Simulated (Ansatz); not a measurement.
# CoGe (sextet): wave-function methods side by side, def2-SVP

An exercise on one series of results from a longer session: the logs are not shown, and one member is left open.

The runs use Ansatz 0.2.0, Gaussian basis; def2-SVP, core rule «outside noble gas», up to 23 orbitals frozen.

To be run: UHF; CCSD(T) on ROHF; CCSD(T) on UHF; CISD as a restricted active space (open shells left free, so some higher excitations enter); CCSDT(Q) on ROHF; CCSDT(Q) on UHF; CASSCF and MRCISD+Q, 13 electrons in 10 orbitals; CASSCF and NEVPT4(SD), 13 electrons in 10 orbitals; CASSCF and NEVPT2, 13 electrons in 10 orbitals.

19 further runs of the same task are left out: 2 for a known fault of the program, 6 that didn't finish, 11 set aside as unsound or not needed. Runs told in other sessions of the task aren't counted.

**What is computed**

The geometry is a PBE0/def2-TZVP stationary point (not a proven minimum) of the parent state, kept for this charge and spin. No spin-orbit coupling is included. The filled d shell of Ge may be among the frozen orbitals whatever the setting's name suggests.

2 atoms, charge 0, spin multiplicity 6.

Atoms are counted from 1 here; the program's logs count them from 0.

Bond lengths: Co1–Ge2 2.312 Å.

As a file:

```xyz
2
charge 0, multiplicity 6
Co    0.0000    0.0000    0.0000
Ge    0.0000    0.0000    2.3120
```

Set-up of the first run:

in.yaml reads:

```yaml
crystal:
  periodic: [false, false, false]
  atoms:
    - {symbol: Co, position_ang: [0.000000, 0.000000, 0.000000]}
    - {symbol: Ge, position_ang: [0.000000, 0.000000, 2.312000]}
basis:
  gaussian: {orbitals: def2-SVP}
magnetization: {spin_polarized: true, initial_magnetization: 5}
hamiltonian: {xc: hf}
output: {orbitals: {seedname: orbitals}}
```

The run is started by

```bash
$ ansatz run in.yaml --threads 1 --pin off --events-out ev --progress --plain --max-ram 2393MiB
```

Among the steps run: UHF; CCSD(T) on ROHF; CCSD(T) on UHF; CISD as a restricted active space (open shells left free, so some higher excitations enter); CCSDT(Q) on ROHF; CCSDT(Q) on UHF; CASSCF and MRCISD+Q, 13 electrons in 10 orbitals; CASSCF and NEVPT4(SD), 13 electrons in 10 orbitals; CASSCF and NEVPT2, 13 electrons in 10 orbitals.

One of the session's tables, all rows but one given; the rest of the session is left out.

| method | from RCCSDT(Q) (kJ/mol) |
| --- | --- |
| ROHF | +663.9 |
| UHF | +614.5 |
| RMP2 | +100.2 |
| UMP2 | +120.8 |
| CISD | +91.2 |
| RCCSD | +34.0 |
| UCCSD | +30.2 |
| RCCSD(T) | +9.0 |
| UCCSD(T) | ? |
| RCCSDT | +2.2 |
| UCCSDT | -5.5 |
| RCCSDT(Q) | 0 |
| UCCSDT(Q) | -8.0 |
| CASSCF valence | +586.9 |
| NEVPT2 valence | +129.5 |
| NEVPT4(SD) valence | +28.7 |
| MRCISD valence | +69.2 |
| MRCISD+Q valence | +24.9 |

**Question.** Estimate the row for UCCSD(T).

As computed: from RCCSDT(Q) (kJ/mol): +3.4. In the column «from RCCSDT(Q) (kJ/mol)» it lies between RCCSDT (+2.2) and RCCSD(T) (+9.0).

Limits of these values: The determinant of HF (⟨S²⟩ 9.34) is far from a pure spin state, so its energy mixes those of several spin states; that is harmless only where they are near-degenerate. The determinant of CCSD(T) (⟨S²⟩ 9.30) is far from a pure spin state, so its energy mixes those of several spin states; high orders of coupled cluster remove much of that, low ones don't. The determinant of CCSDT(Q) (⟨S²⟩ 9.30) is far from a pure spin state, so its energy mixes those of several spin states; high orders of coupled cluster remove much of that, low ones don't. Warnings: spin contamination; coupled cluster took another determinant than the lowest; large T1 diagnostic. Restricted and unrestricted rows rest on different reference determinants; a gap between their highest levels can come from leftover correlation error, from unlike frozen cores or from another state.
